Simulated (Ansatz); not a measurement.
**Si2NH6Cl (SMILES N[SiH]([SiH3])Cl): levels of theory compared**

Aim: a comparison of 4 runs (BHLYP/6-31G*, PBE-QIDH/6-31G*, B3LYP/6-31G*, CCSD(T)/6-31G*) of Si2NH6Cl. 

The results are computed with Ansatz 0.2.0.

68 further runs of the same task are left out: 2 that didn't finish, 66 set aside as unsound or not needed.

**1. The system as given**

Si2NH6Cl has 10 atoms, charge 0, and is taken as a singlet. SMILES: `N[SiH]([SiH3])Cl`. The Si3–H8 distance was set to 2.228 Å, away from the relaxed value. At this shape a bond of the SMILES string is far longer than usual.

Bond lengths: N1–Si2 1.706 Å, Si2–Si3 2.336 Å, Si2–Cl4 2.083 Å, N1–H5 1.008 Å, N1–H6 1.008 Å, Si2–H7 1.482 Å, Si3–H9 1.489 Å, Si3–H10 1.488 Å. Some angles: N1–Si2–Si3 109.4°, N1–Si2–Cl4 114.5°, Si3–Si2–Cl4 106.1°, N1–Si2–H7 107.1°, Si3–Si2–H7 114.7°, Cl4–Si2–H7 105.1°, Si2–N1–H5 120.5°, Si2–N1–H6 120.3°, Si2–Si3–H9 108.8°, Si2–Si3–H10 110.7°. A long bond or contact: Si3–H8 2.228 Å.

**2. The energy at BHLYP/6-31G(d) (spherical functions) (run 1)**

Input file run.yaml:

```yaml
crystal:
  periodic: [false, false, false]
  atoms:
    - {symbol: N, position_ang: [-0.597501, 2.366308, -0.352349]}
    - {symbol: Si, position_ang: [-0.185801, 0.750308, -0.710449]}
    - {symbol: Si, position_ang: [0.580899, -0.304892, 1.227851]}
    - {symbol: Cl, position_ang: [-1.766701, -0.409892, -1.414149]}
    - {symbol: H, position_ang: [-1.163901, 2.583208, 0.452151]}
    - {symbol: H, position_ang: [-0.754701, 3.028208, -1.096249]}
    - {symbol: H, position_ang: [0.791999, 0.785908, -1.823949]}
    - {symbol: H, position_ang: [0.872200, -2.482600, 0.855100]}
    - {symbol: H, position_ang: [-0.433201, -0.127892, 2.303751]}
    - {symbol: H, position_ang: [1.865799, 0.293308, 1.679651]}
basis:
  gaussian: {orbitals: 6-31G_st_-spherical.json}
hamiltonian: {xc: {name: BHLYP}}
accuracy: high
output: {orbitals: {seedname: orbitals}}
```

The basis set 6-31G* is read from a file made from the Basis Set Exchange's data (not shown).

On the command line:

```console
$ ansatz run run.yaml --threads 1 --pin off --max-ram 3480MiB --events-out events.jsonl --progress --plain --runs-dir runs
```

What it wrote:

```text
Warning: RAYON_NUM_THREADS=1 ignored (pool sized by the plan → 1); use --threads N
Functional definition: BHLYP
  name "BHLYP"
  parameter a = 0.5
  exchange = (1 - a)*b88_x + a*exact_x
  correlation = lyp_c
1819 factors; integrals over basis functions are off by at most 4.1e-9 eV
mean field evaluation 1: about -29859.3898 eV, gradient 4.1e1 eV
mean field evaluation 2: about -29858.8506 eV, gradient 4.3e1 eV
mean field evaluation 4: about -29862.8481 eV, gradient 1.0e0 eV
mean field evaluation 8: about -29862.9258 eV, gradient 2.2e-2 eV
mean field evaluation 16: about -29862.9258 eV, gradient 2.0e-6 eV
mean field -29862.92582271 eV, -1097.4422821665 hartree, gradient 6.2e-8 eV, S^2 0.000000; 0 other end points of the search recorded, 0 dependent functions left out
reference -29862.92585376 eV, -1097.4422833076 hartree; 29, 29 occupied and 51, 51 virtual orbitals, 1819 factors
Total energy: -29862.92585376 eV, -1097.4422833076 hartree
```

Wall time 9.6 s (1 thread of Arm Neoverse V1, shared host); peak memory 0.28 GiB.

**3. A single-point energy at PBE-QIDH/6-31G(d) (spherical functions) (run 2)**

Input file job.yaml:

```yaml
crystal:
  periodic: [false, false, false]
  atoms:
    - symbol: "N"
      position_ang: [-0.597501, 2.366308, -0.352349]
    - symbol: Si
      position_ang: [-0.185801, 0.750308, -0.710449]
    - symbol: Si
      position_ang: [0.580899, -0.304892, 1.227851]
    - symbol: Cl
      position_ang: [-1.766701, -0.409892, -1.414149]
    - symbol: H
      position_ang: [-1.163901, 2.583208, 0.452151]
    - symbol: H
      position_ang: [-0.754701, 3.028208, -1.096249]
    - symbol: H
      position_ang: [0.791999, 0.785908, -1.823949]
    - symbol: H
      position_ang: [0.872200, -2.482600, 0.855100]
    - symbol: H
      position_ang: [-0.433201, -0.127892, 2.303751]
    - symbol: H
      position_ang: [1.865799, 0.293308, 1.679651]
basis:
  gaussian: {orbitals: 6-31G_st_-spherical.json}
hamiltonian: {xc: {name: PBE-QIDH}}
correlation: {frozen_orbitals: {Cl: 5, H: 0, "N": 1, Si: 5}}
accuracy: high
output: {orbitals: {seedname: orbitals}}
```

The basis set 6-31G* is read from a file made from the Basis Set Exchange's data (not shown).

On the command line:

```console
$ ansatz run job.yaml --threads 1 --pin off --max-ram 3480MiB --events-out events.jsonl --progress --plain --runs-dir runs
```

What it wrote, cut to the lines that bear on the results:

```text
Warning: RAYON_NUM_THREADS=1 ignored (pool sized by the plan → 1); use --threads N
Functional definition: PBE-QIDH
  name "PBE-QIDH"
[...]
1819 factors; integrals over basis functions are off by at most 4.1e-9 eV
[...]
mean field -29837.51874220 eV, -1096.5085891792 hartree, gradient 7.0e-8 eV, S^2 0.000000; 0 other end points of the search recorded, 0 dependent functions left out
16 core orbitals not correlated: weight in the atoms' cores, before any rotation towards them, 1.000 or more for the frozen orbitals, at most 0.000 for the correlated occupied ones
reference -29837.51874335 eV, -1096.5085892214 hartree; 13, 13 occupied and 51, 51 virtual orbitals, 1819 factors
second order -14.14901967 eV of doubles, -0.00000000 eV of singles
Total energy: -29842.23508324 eV, -1096.6819115155 hartree
```

It took 15 s on 1 thread of Arm Neoverse V1, shared host; peak memory 0.28 GiB.

Run 3 isn't shown in full; the table further down has it.

**4. A single-point energy at CCSD(T)/6-31G(d) (spherical functions) (run 4)**

Input file input.yaml:

```yaml
crystal:
  periodic: [false, false, false]
  atoms:
    - symbol: "N"
      position_ang: [-0.597501, 2.366308, -0.352349]
    - symbol: Si
      position_ang: [-0.185801, 0.750308, -0.710449]
    - symbol: Si
      position_ang: [0.580899, -0.304892, 1.227851]
    - symbol: Cl
      position_ang: [-1.766701, -0.409892, -1.414149]
    - symbol: H
      position_ang: [-1.163901, 2.583208, 0.452151]
    - symbol: H
      position_ang: [-0.754701, 3.028208, -1.096249]
    - symbol: H
      position_ang: [0.791999, 0.785908, -1.823949]
    - symbol: H
      position_ang: [0.872200, -2.482600, 0.855100]
    - symbol: H
      position_ang: [-0.433201, -0.127892, 2.303751]
    - symbol: H
      position_ang: [1.865799, 0.293308, 1.679651]
basis:
  gaussian:
    orbitals: 6-31G_st_-spherical.json
magnetization:
  spin_polarized: false
  initial_magnetization: 0
correlation:
  method: ccsd_t
  frozen_orbitals: {Cl: 5, H: 0, "N": 1, Si: 5}
accuracy: high
scf:
  omitted_lower_state_checks: [cluster_reference, increment]
```

The basis set 6-31G* is read from a file made from the Basis Set Exchange's data (not shown).

On the command line:

```console
$ ansatz run input.yaml --threads 1 --pin off --max-ram 3480MiB --events-out events.jsonl --progress --plain --runs-dir runs
```

What it wrote, cut to the lines that bear on the results:

```text
Warning: RAYON_NUM_THREADS=1 ignored (pool sized by the plan → 1); use --threads N
Functional definition: HF
  name "HF"
[...]
1819 factors; integrals over basis functions are off by at most 4.1e-9 eV
[...]
mean field -29803.00578995 eV, -1095.2402615779 hartree, gradient 1.7e-8 eV, S^2 0.000000; 0 other end points of the search recorded, 0 dependent functions left out; unrestricted orbitals would lower it
16 core orbitals not correlated: weight in the atoms' cores, before any rotation towards them, 1.000 or more for the frozen orbitals, at most 0.000 for the correlated occupied ones
reference -29803.00578995 eV, -1095.2402615779 hartree; 13, 13 occupied and 51, 51 virtual orbitals, 1819 factors
second order -12.34131317 eV of doubles, -0.00000000 eV of singles
cycle   1  -13.41350420 eV  change    -1.1e0 eV  update   1.0e-1
[...]
cycle  26  -14.02968293 eV  change  -2.6e-10 eV  update  2.8e-10
perturbative correction -0.36985724 eV, -0.0135920027 hartree
Total energy: -29817.40533013 eV, -1095.7694349189 hartree
Checks for a lower state left out: cluster_reference, increment
```

Wall time 16 s (1 thread of Arm Neoverse V1, shared host); peak memory 0.35 GiB.

**5. All runs side by side**

```tsv
run	level	frozen core orbitals	Cartesian functions	energy (Eh)	HOMO energy (eV)	LUMO energy (eV)	HOMO–LUMO gap (eV)	wall time
1	BHLYP/6-31G* (spherical functions)	–	no	-1097.442283	-8.73	-0.60	8.13	9.6 s
2	PBE-QIDH/6-31G* (spherical functions)	16	no	-1096.681912	-9.48	0.17	9.65	15 s
3	B3LYP/6-31G* (Cartesian functions)	–	yes	-1097.545027	-7.49	-1.74	5.75	12 s
4	CCSD(T)/6-31G* (spherical functions)	16	no	-1095.769435	–	–	–	16 s
```

**6. Results**

| quantity | value |
| --- | --- |
| run 4: total energy | -1095.76943 Eh |
| run 4: correlation energy (16 core orbitals frozen) | -529.2 mEh |
| run 4: (T) correction | -13.59 mEh |
| run 4: T1 diagnostic | 0.015 |

In words: Over runs 1, 2, 3 the HOMO–LUMO gap runs from 5.75 eV (B3LYP/6-31G*) to 9.65 eV (PBE-QIDH/6-31G*). A double hybrid's value is that of its SCF part. Totals of different functionals can't be ranked against each other. In run 4 the log says that unrestricted orbitals would lower the reference, so the values rest on an unstable closed-shell determinant (other closed-shell runs at this shape may share the fault). All runs together took 52 s, the longest 16 s.
